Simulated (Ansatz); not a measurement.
# Al5As: what a guessed cell relaxes into

The task: take a trial cell of Al5As to zero force and stress.

Method: DFT PBE, scalar-relativistic, plane waves, PAW, in Ansatz 0.2.0.

**1. Starting point**

The structure is tetragonal, space group P4/mmm (No. 123). Conventional cell: a = 5.606 Å, b = 5.606 Å, c = 3.818 Å, α = 90.00°, β = 90.00°, γ = 90.00°. Around Al (site symmetry m2m) lie 1 As at 1.49 Å. Al (site symmetry 4/mmm) has 18 Al at 3.64 to 3.82 Å in its first shell of neighbours. Around As (site symmetry 4/mmm) lie 4 Al at 1.49 Å.

Structure file:

```cif
data_structure
_symmetry_space_group_name_H-M 'P4/mmm'
_symmetry_Int_Tables_number 123
_cell_length_a 5.6056
_cell_length_b 5.6056
_cell_length_c 3.8181
_cell_angle_alpha 90.000
_cell_angle_beta 90.000
_cell_angle_gamma 90.000
_cell_volume 119.97
loop_
_atom_site_label
_atom_site_type_symbol
_atom_site_symmetry_multiplicity
_atom_site_Wyckoff_symbol
_atom_site_fract_x
_atom_site_fract_y
_atom_site_fract_z
_atom_site_occupancy
Al1 Al 4 n 0.23494 0.50000 0.00000 1
Al2 Al 1 b 0.00000 0.00000 0.50000 1
As1 As 1 c 0.50000 0.50000 0.00000 1
```

Recipe of the guess: random cell by space group and Wyckoff sites (P4/mmm, No. 123). The dimensions are guesses.

**2. Probe: one point on a coarse mesh**

input.yaml

```yaml
crystal:
  lattice:
    - [5.60557592, 0.0, 0.0]
    - [0.0, 5.60557592, 0.0]
    - [0.0, 0.0, 3.81811338]
  atoms:
    - { symbol: Al, position: [0.23494474, 0.5, 0.0] }
    - { symbol: Al, position: [0.76505526, 0.5, 0.0] }
    - { symbol: Al, position: [0.5, 0.23494474, 0.0] }
    - { symbol: Al, position: [0.5, 0.76505526, 0.0] }
    - { symbol: Al, position: [0.0, 0.0, 0.5] }
    - { symbol: As, position: [0.5, 0.5, 0.0] }
basis:
  ecutwfc: 420
kpoints:
  mp_grid: { grid: [4, 4, 4] }
hamiltonian:
  xc: pbe
scf:
  occupations: { method: gaussian, width: 0.1 }
  lower_state_search: "off"
output:
  forces: true
  stress: true
  eigenvalues: true
```

Command:

```bash
> ansatz run input.yaml --threads 1 --pin off --max-ram 2560MiB --backend cpu --events-out ev --progress --plain --runs-dir out
```

The session goes on with these runs: coarse relaxation; full relaxation.

What does the calculation give? Wanted: conventional cell; volume; energy over the elements; gap on the mesh.

The runs gave:

| quantity | value |
| --- | --- |
| symmetry at the end (tolerance 0.05 Å) | space group P4/mmm (No. 123) |
| conventional cell | a = 7.737 Å, b = 7.737 Å, c = 2.660 Å, α = 90.00°, β = 90.00°, γ = 90.00° |
| volume | 26.54 Å³/atom |
| energy over the elements | +0.66 eV/atom |
| gap on the mesh | none (metal) |

**Reading.** The space group P4/mmm (No. 123) is kept, and the volume per atom grows by 32.7 % from the first guess. With a positive formation energy it can't be a ground state. No finished test with a distortion of lower symmetry is shown, so the end may be a saddle point. Where forces pass 15 eV/Å atoms stand far too close, the PAW spheres overlap strongly and those numbers are rough.
